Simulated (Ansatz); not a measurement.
# BBrH2, SMILES BBr: the interaction energy of a dimer with the counterpoise correction

Computed with Ansatz 0.2.0, Python API.

The cells in order, each with its output:

In [1]:
```python
import ansatz as az
```

In [2]:
```python
FIRST = [
    ("B", (-0.1513, 0.0049, -0.0783)),
    ("Br", (1.5339, -0.3404, 0.8197)),
    ("H", (-1.1937, -0.5805, 0.1643)),
    ("H", (-0.189, 0.9161, -0.9056)),
]
SECOND = [
    ("B", (-1.4879, -0.298, 3.8621)),
    ("Br", (-2.1187, 1.4213, 4.5035)),
    ("H", (-1.2667, -1.2611, 4.5774)),
    ("H", (-1.3593, -0.4496, 2.647)),
]

def energy(atoms, ghosts=()):
    molecule = az.Crystal.molecule()
    for symbol, xyz in atoms:
        molecule = molecule.atom(symbol, xyz)
    calc = (
        molecule.calculation()
        .basis(gaussian="def2-SVP")
        .correlation("mp2")
        .accuracy("medium")
        .scf(lower_state_search="off")
    )
    deck = calc.input()
    if ghosts:
        deck = deck.set(az.key.basis.gaussian.ghost_atoms, [{"symbol": s, "position_ang": list(xyz)} for s, xyz in ghosts])
    return az.Session.from_dict(deck).plan().execute().report["free_energy_ev"]

both = energy(FIRST + SECOND)
alone = energy(FIRST) + energy(SECOND)
ghosted = energy(FIRST, SECOND) + energy(SECOND, FIRST)
print(f"dimer {both:.6f} eV")
print(f"interaction, uncorrected   {(both - alone):8.3f} eV")
print(f"interaction, counterpoise  {(both - ghosted):8.3f} eV")
print(f"basis-set superposition    {(alone - ghosted):8.3f} eV")
```
```text
dimer -141404.523811 eV
interaction, uncorrected     -0.023 eV
interaction, counterpoise     0.002 eV
basis-set superposition       0.025 eV
```

Uncorrected it is -0.023 eV, with the counterpoise correction 0.002 eV; the difference, 0.03 eV, is the superposition error. The sign changes with the correction, so this basis doesn't settle it.

The settings weren't tested for convergence. The dimer is a generated trial pose of unrelaxed monomers, not a minimum, so the figure is no binding energy, and the basis set is small. Wall time of the script: 5.5 s on 1 thread of Arm Neoverse V1, with other jobs on the host, peak memory 0.28 GiB.

(Lines on the test bed's own set-up are left out of the output.)
